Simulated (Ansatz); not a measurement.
**C2H2OSe: one species, many methods**

How much do the methods differ for C2H2OSe? The plan is to run it at one geometry with functionals of several rungs and with coupled cluster. The yardstick is the atomisation energy at the CCSD(T) limit.

Computed with Ansatz 0.2.0, Gaussian basis. Level: functionals in def2-TZVPP, the program's frozen cores in correlated methods.

The runs, in order: LDA (SPW92), PBE-D4, revPBE-D4, BLYP-D4, r2SCAN-D4, B97M-V, PBE0-D4, B3LYP-D4, r2SCANh-D4, r2SCAN0-D4, HSE06-D4, BHLYP-D4, CAM-B3LYP-D4, LC-ωPBE, ωB97X-V, ωB97M-V, B2PLYP, PBE-QIDH; CCSD(T)/def2-SVP; CCSD(T)/def2-TZVPP; MP2/def2-QZVPP; extrapolation to the limit; RPA on PBE.

## Step 1: The geometry

All runs share one geometry, relaxed beforehand with PBE0-D4 in a triple-zeta def2 set.

6 atoms, charge 0, spin multiplicity 1.

Atoms are counted from 1 here; the program's logs count them from 0.

Bond lengths: Se1–C2 1.766 Å, Se1–H5 1.484 Å, C2–C3 1.430 Å, C3–O4 1.213 Å, C3–H6 1.119 Å. Angles: C2–Se1–H5 97.9°, Se1–C2–C3 118.6°, C2–C3–O4 126.7°, C2–C3–H6 110.9°, O4–C3–H6 122.1°.

Coordinates:

```mol
C2H2OSe
  3D, bonds by distance, orders not assigned

  6  5  0  0  0  0  0  0  0  0999 V2000
   -0.6538    0.2987   -1.5244 Se  0  0
   -0.3531    0.3612    0.2152 C   0  0
    0.6509   -0.4944    0.7685 C   0  0
    0.4905   -1.6184    1.1955 O   0  0
   -1.7123    1.3367   -1.5856 H   0  0
    1.6201    0.0521    0.8846 H   0  0
  1  2  8  0
  1  5  8  0
  2  3  8  0
  3  4  8  0
  3  6  8  0
M  END
```

## Step 2: LDA

This LDA is Slater exchange with PW92 correlation.

in.yaml

```yaml
crystal:
  periodic: [false, false, false]
  atoms:
    - {symbol: Se, position_ang: [-0.653825, 0.298679, -1.524390]}
    - {symbol: C, position_ang: [-0.353058, 0.361200, 0.215176]}
    - {symbol: C, position_ang: [0.650860, -0.494371, 0.768527]}
    - {symbol: O, position_ang: [0.490466, -1.618398, 1.195529]}
    - {symbol: H, position_ang: [-1.712308, 1.336673, -1.585643]}
    - {symbol: H, position_ang: [1.620066, 0.052118, 0.884600]}
basis:
  gaussian: {orbitals: def2-TZVPP}
hamiltonian: {xc: lda}
output: {orbitals: {seedname: orbitals}}
```

On the command line:

```sh
$ ansatz run in.yaml --threads 2 --pin off --events-out ev --progress --plain --max-ram 4352MiB
```

After this run come: PBE-D4 (GGA); revPBE-D4 (GGA); BLYP-D4 (GGA); r2SCAN-D4 (meta-GGA); B97M-V (meta-GGA); PBE0-D4 (hybrid); B3LYP-D4 (hybrid); r2SCANh-D4 (hybrid); r2SCAN0-D4 (hybrid); HSE06-D4 (hybrid); BHLYP-D4 (hybrid); CAM-B3LYP-D4 (range-separated); LC-ωPBE (range-separated); ωB97X-V (range-separated); ωB97M-V (range-separated); B2PLYP (double hybrid); PBE-QIDH (double hybrid); CCSD(T) in def2-SVP; CCSD(T) in def2-TZVPP; MP2 in def2-QZVPP; RPA on PBE orbitals.

Q: Predict the results of all the runs planned. Wanted: atomisation energy, CCSD(T)/CBS; farthest beyond LDA; mean size of error, GGA; mean size of error, meta-GGA; mean size of error, hybrid; mean size of error, range-separated; mean size of error, double hybrid; gap, smallest and largest; T1 diagnostic.

As calculated:

| quantity | value |
| --- | --- |
| atomisation energy, CCSD(T)/CBS | 2184.6 kJ/mol |
| functionals within 21.8 kJ/mol (1.0 %) | B3LYP-D4, r2SCANh-D4, CAM-B3LYP-D4, ωB97X-V, ωB97M-V, B2PLYP |
| farthest beyond LDA | PBE-D4 (+139.6 kJ/mol) |
| mean size of error, GGA | 85.7 kJ/mol |
| mean size of error, meta-GGA | 30.5 kJ/mol |
| mean size of error, hybrid | 43.3 kJ/mol |
| mean size of error, range-separated | 7.5 kJ/mol |
| mean size of error, double hybrid | 20.0 kJ/mol |
| gap, smallest and largest | 1.43 eV (LDA (SPW92)), 8.97 eV (LC-ωPBE) |
| T1 diagnostic | 0.0212 |
| triples share of the correlation energy | 4.6 % |

In words: LDA overbinds by 474.0 kJ/mol (22 %). PBE-D4 is off by +139.6 kJ/mol. Double hybrids carry the basis error of their MP2 part in triple zeta, and no dispersion term here, so their miss is partly the set-up's. The rungs range-separated, double hybrid miss on average by less than the doubt on the reference (21.8 kJ/mol), so they tie; GGA functionals have the largest mean beyond LDA (85.7 kJ/mol). Misses under about 21.8 kJ/mol are within the doubt on the reference itself, which lacks core-valence correlation, relativity and higher excitations, and its outer-core shells are covered unevenly. All levels share the lack of spin-orbit coupling, which lowers the free heavy atoms and so the true binding. Hartree-Fock recovers 63 % of the binding; the rest is correlation. CCSD(T) in def2-SVP is off by -147.4 kJ/mol, worse than the median functional, from the basis alone. The gap grows from 1.4 to 9.0 eV across the functionals, mostly with the share of exact exchange. T1 = 0.021 passes the customary mark of 0.02 by a little. The restricted reference is unstable towards a spin-broken one. Correlated methods include outer-core shells of Se, which these sets cover unevenly.
